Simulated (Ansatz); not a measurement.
Predict the output of the script below (Ansatz 0.2.0, Python API).

Script `run_dimer.py`:
```python
"""Interaction energy of two FHSSi molecules, with the counterpoise correction."""

import ansatz
import numpy as np

FIRST = [
    ("F", (-1.1946, 0.0517, 1.1544)),
    ("Si", (0.0488, 0.9593, 0.7605)),
    ("S", (0.9619, -0.0086, -0.9148)),
    ("H", (0.1838, -1.0023, -1.0)),
]
SECOND = [
    ("F", (4.1755, 2.0599, 4.3831)),
    ("Si", (2.6193, 1.9007, 4.6622)),
    ("S", (1.658, 3.346, 3.4114)),
    ("H", (2.6916, 3.8497, 2.884)),
]

def energy(atoms, ghosts=()):
    molecule = ansatz.Crystal.molecule()
    for symbol, xyz in atoms:
        molecule = molecule.atom(symbol, xyz)
    calc = (
        molecule.calculation()
        .basis(gaussian="def2-SVP")
        .functional("hf")
    )
    deck = calc.input()
    if ghosts:
        deck = deck.set(ansatz.key.basis.gaussian.ghost_atoms, [{"symbol": s, "position_ang": list(xyz)} for s, xyz in ghosts])
    return ansatz.Session.from_dict(deck).plan().execute().report["free_energy_ev"]


def main() -> None:
    # monomers in their own basis and in the basis of the dimer
    direction = np.array([0.5066, 0.5071, 0.6973])
    print("shift (A)   counterpoise-corrected interaction (kcal/mol)")
    for shift in (-0.3, 0.0, 0.4, 1.0, 2.0):
        moved = [(s, tuple(np.round(np.array(xyz) + shift * direction, 4))) for s, xyz in SECOND]
        gain = energy(FIRST + moved) - energy(FIRST, moved) - energy(moved, FIRST)
        print(f"{shift:8.2f} {23.060548 * gain:14.3f}")


if __name__ == "__main__":
    main()
```

```console
$ python run_dimer.py
shift (A)   counterpoise-corrected interaction (kcal/mol)
   -0.30          5.909
    0.00          3.073
    0.40          1.324
    1.00          0.397
    2.00          0.066
```

Notes:
- The dimer is a generated trial pose of unrelaxed monomers, not a minimum, so the figure is no binding energy, and the basis set is small.
- Hartree-Fock leaves correlation out, so bond, atomisation and ionisation energies come out well too low.
- This level lacks the dispersion part of the attraction (electrostatics and induction are there), which can decide the sign where the interaction is weak.
- Finished in 14 s on 1 thread of Arm Neoverse V2, with other jobs on the host, peak memory 0.29 GiB.
